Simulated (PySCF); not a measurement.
**Towards the basis-set limit for KH**

One table from this session's results is given with a row withheld; the runs are named, their logs left out.

The runs use PySCF 2.14.0; CCSD(T) on RHF, spin-free X2C with a Gaussian nucleus.

2 further runs of the same task are left out: 2 set aside as unsound or not needed.

The first run:

```yaml
molecule: KH
state: singlet, unpaired electrons none
smaller_basis: K cc-pwCVTZ-X2C, H cc-pVTZ-DK
larger_basis: K cc-pwCVQZ-X2C, H cc-pVQZ-DK
frozen_core_orbitals: 5
extrapolation: correlation as n⁻³ (n = 3, 4), Hartree–Fock as (n+1)·exp(−9√n)
corrections: none
distances_Å: 1.9988, 2.0896, 2.1805, 2.2713, 2.3622, 2.4758, 2.5893
masses_u: 38.9637, 1.0078
dissociation_limit: K + H
```

Started as:

```sh
OMP_NUM_THREADS=4 python comp.py task.json out
```

Among the steps run: Coupled cluster at each distance.

One of the session's tables, all rows but one given; the rest of the session is left out.

It belongs to the step «Coupled cluster at each distance». Parts of the energy along the bond, in eV from K + H:

```
 R (Å)  HF/CBS  CCSD corr.      (T)
1.9988  -0.649      -1.036  -0.0192
2.0896  -0.767      -1.006  -0.0159
2.1805  -0.835      -0.981  -0.0131
2.2713  -0.863      -0.960  -0.0107
2.3622       ?           ?        ?
2.4758  -0.823      -0.928  -0.0068
2.5893  -0.760      -0.918  -0.0053
```

Estimate the missing values for R (Å) = 2.3622.

Worked estimate for «HF/CBS». A straight line through the neighbours (2.2713, -0.863) and (2.4758, -0.823) gives -0.863 + (-0.823 + 0.863) × (2.3622 − 2.2713) / (2.4758 − 2.2713) = -0.845; a parabola fitted to 4 rows on both sides gives -0.859.

The run gave: HF/CBS: -0.860; CCSD corr.: -0.944; (T): -0.0088. In «HF/CBS» the line misses by +0.015 and the parabola by +0.001.
